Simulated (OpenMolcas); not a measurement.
# F: a chain of runs

Aim: a series of 9 runs (ROHF/cc-pVDZ, CASSCF(7,4)/cc-pVDZ, CASPT2(7,4)/cc-pVDZ, CASPT2[IPEA 0](7,4)/cc-pVDZ, SC-NEVPT2(7,4)/cc-pVDZ, PC-NEVPT2(7,4)/cc-pVDZ, MC-PDFT[tPBE](7,4)/cc-pVDZ, MC-PDFT[ftPBE](7,4)/cc-pVDZ, and more) of F. 

Program for the calculation: OpenMolcas 26.06.

70 further runs of the same task are left out: 70 set aside as unsound or not needed.

## (1) A single-point energy at ROHF/cc-pVDZ (run 1)

Input file mol.xyz:

```xyz
1

F      0.000000     0.000000     0.000000
```

Input file step1.inp:

```
>>> EXPORT MOLCAS_PRINT=2
&gateway
baslib = $CurrDir
coord = mol.xyz
basis = cc-pVDZ
group = NoSym
&seward
&scf
uhf
spin = 2
prorbitals = 1
&rasscf
fileorb = $Project.UnaOrb
spin = 2
nactel = 1 0 0
inactive = 4
ras2 = 1
outorbitals = Canonical
orblisting = Nothing
```

The basis set cc-pVDZ is read from a file made from the Basis Set Exchange's data (not shown).

On the command line:

```sh
$ export MOLCAS_MEM=1860
$ pymolcas step1.inp > step1.log
```

The log of the run:

```text
--- Start Module: gateway ---
[...]
--- Stop Module: gateway /rc=_RC_ALL_IS_WELL_ ---
[...]
      Basis functions           14
[...]
--- Start Module: scf ---
[...]
       Convergence after   9 Iterations
[...]
::    Total SCF energy                                -99.3752403031
[...]
      Total spin, S                                     0.5010024338
[...]
--- Stop Module: scf /rc=_RC_ALL_IS_WELL_ ---
--- Start Module: rasscf ---
[...]
      Number of active orbitals                  1
[...]
      Spin quantum number                      0.5
[...]
      Active orbitals                            1
[...]
      Number of CSFs                             1
[...]
      Number of root(s) required                 1
[...]
      Convergence after  5 iterations
[...]
      printout of CI-coefficients larger than  0.05 for root  1
      energy=     -99.371862
      conf/sym  1     Coeff  Weight
             1  u   1.00000 1.00000
      Natural orbitals and occupation numbers for root  1
      sym 1:   1.000000
      ************************************************************************************************************************
      *                                                    Final results                                                     *
[...]
::    RASSCF root number  1 Total energy:    -99.37186194
[...]
      Total electronic charge=    9.000000
      Total            charge=    0.000000
[...]
      Dipole Moment (debye):
      Origin of the operator (angstrom)=    0.0000    0.0000    0.0000
                   X=  1.7344E-16               Y= -4.2444E-17               Z=  1.4845E-16           Total=  2.3221E-16
      Quadrupole Moment (debye*angstrom):
[...]
--- Stop Module: rasscf /rc=_RC_ALL_IS_WELL_ ---
[...]
```

Run time: 1.4 s. Hardware: 1 thread of Intel Xeon 6975P-C (Granite Rapids), shared host; peak memory 0.37 GiB.

## (2) The F atom: a single-point energy at CASSCF(7,4)/cc-pVDZ (run 2)

mol.xyz is that of step 1.

Input file step2.inp:

```
>>> EXPORT MOLCAS_PRINT=2
&GATEWAY
BASLIB = $CurrDir
COORD = mol.xyz
BASIS = cc-pVDZ
GROUP = NoSym
&SEWARD
&RASSCF
FILEORB = $CurrDir/step1.RasOrb
SPIN = 2
NACTEL = 7 0 0
INACTIVE = 1
RAS2 = 4
ORBLISTING = Nothing
```

The basis set cc-pVDZ is read from a file made from the Basis Set Exchange's data (not shown).

Run the same way, it converges to -99.37186 Eh (log not shown).

Runs 3 to 8 aren't shown in full; the table further down has their settings and results.

## (3) The F atom: a single-point energy at MRCI(7,4)/cc-pVDZ (run 9)

mol.xyz is that of step 2.

Input file step9.input:

```
* F MRCI
>>> EXPORT MOLCAS_PRINT=2
&GATEWAY
BasLib=$CurrDir
Coord=mol.xyz
Basis=cc-pVDZ
Group=NoSym
&SEWARD
&RASSCF
FileOrb=$CurrDir/step2.RasOrb
Spin=2
Nactel=7 0 0
Inactive=1
Ras2=4
OrbListing=Nothing
&MOTRA
LumOrb
Frozen=1
&GUGA
Electrons=7
Spin=2
Inactive=0
Active=4
CIAll=1
&MRCI
SDCI
```

The basis set cc-pVDZ is read from a file made from the Basis Set Exchange's data (not shown).

Run the same way, it converges to -99.52370 Eh (log not shown).

## (4) The series

```
run                        level   active rule  inactive  energy (Eh)  dipole moment (D) of the reference  wall time
  1                 ROHF/cc-pVDZ             –         –   -99.371862                                0.00      1.4 s
  2          CASSCF(7,4)/cc-pVDZ  full valence         1   -99.371862                                0.00        1 s
  3          CASPT2(7,4)/cc-pVDZ  full valence         1   -99.518267                                0.00      1.1 s
  4  CASPT2[IPEA 0](7,4)/cc-pVDZ  full valence         1   -99.520017                                0.00      1.1 s
  5       SC-NEVPT2(7,4)/cc-pVDZ  full valence         1   -99.499851                                0.00      1.1 s
  6       PC-NEVPT2(7,4)/cc-pVDZ  full valence         1   -99.500125                                0.00      1.1 s
  7   MC-PDFT[tPBE](7,4)/cc-pVDZ  full valence         1   -99.615401                                0.00      1.2 s
  8  MC-PDFT[ftPBE](7,4)/cc-pVDZ  full valence         1   -99.646141                                0.00      1.2 s
  9            MRCI(7,4)/cc-pVDZ  full valence         1   -99.523704                                0.00      1.2 s
```

## (5) Outcome

```
                                     quantity         value
                  F atom, run 9: total energy  -99.52370 Eh
F atom, run 9: dipole moment (CASSCF density)        0.00 D
```

**Reading.** Below the ROHF energy at the same shape and in the same basis (cc-pVDZ): CASSCF(7,4) +0.0 mEh; CASPT2(7,4) -146.4 mEh; CASPT2[IPEA 0](7,4) -148.2 mEh; SC-NEVPT2(7,4) -128.0 mEh; PC-NEVPT2(7,4) -128.3 mEh; MRCI(7,4) -151.8 mEh. Active-space methods hold only the correlation inside their space unless a perturbation or CI step follows. All runs together took 11 s, the longest 1.4 s.
